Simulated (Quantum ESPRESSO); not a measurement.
## HgS3 in Quantum ESPRESSO: the effect of functional

Crystal: HgS3.

```xyz
4
Lattice="5.1662 0.0000 0.0000 -2.5831 4.4740 0.0000 0.0000 0.0000 4.8847" Properties=species:S:1:pos:R:3 pbc="T T T"
Hg    0.0000    0.0000    2.4423
S     2.5831    1.4913    3.6445
S     2.5831    1.4913    1.2402
S     0.0000    2.9827    2.4423
```

The cell was built by a generator and needn't be a form met in nature.

Alike in all runs:

| Property | Result |
| --- | --- |
| Program | Quantum ESPRESSO 7.5 |
| Task | phonons |
| Cutoff | 612 eV |
| Density cutoff | 4898 eV |
| k mesh | 4 × 4 × 4, shifted |
| Occupations | fermi-dirac, width 0.05 eV |
| Spin | no spin polarisation |

Each run relaxes the cell or the atoms first.

Problem. One run gave: relaxed volume 31.62 Å³/atom; highest phonon frequency 689 cm⁻¹. Which functional did it use?
A. PBEsol
B. LDA
C. PBE
D. revPBE

Solution. D.

| functional | potentials or basis | relaxed volume (Å³/atom) | highest phonon frequency (cm⁻¹) |
| --- | --- | --- | --- |
| LDA | GBRV 1.5 LDA | 23.83 | 648 |
| PBE | GBRV 1.5 PBE | 29.58 | 683 |
| PBEsol | GBRV 1.5 PBEsol | 24.85 | 651 |
| revPBE | GBRV 1.5 PBE | 31.62 | 689 |

Caveats: the mesh is thin for the phonons of a metal; some modes are imaginary; the volume moved by over 15 % at a fixed basis, so the end points are rough (some runs); the potentials were made for another functional, which shifts forces and pressure (some runs); this functional lacks dispersion, which binds the layers, so the pressure and a relaxed spacing across them are unreliable (some runs).

Not every run made on this cell is shown here.
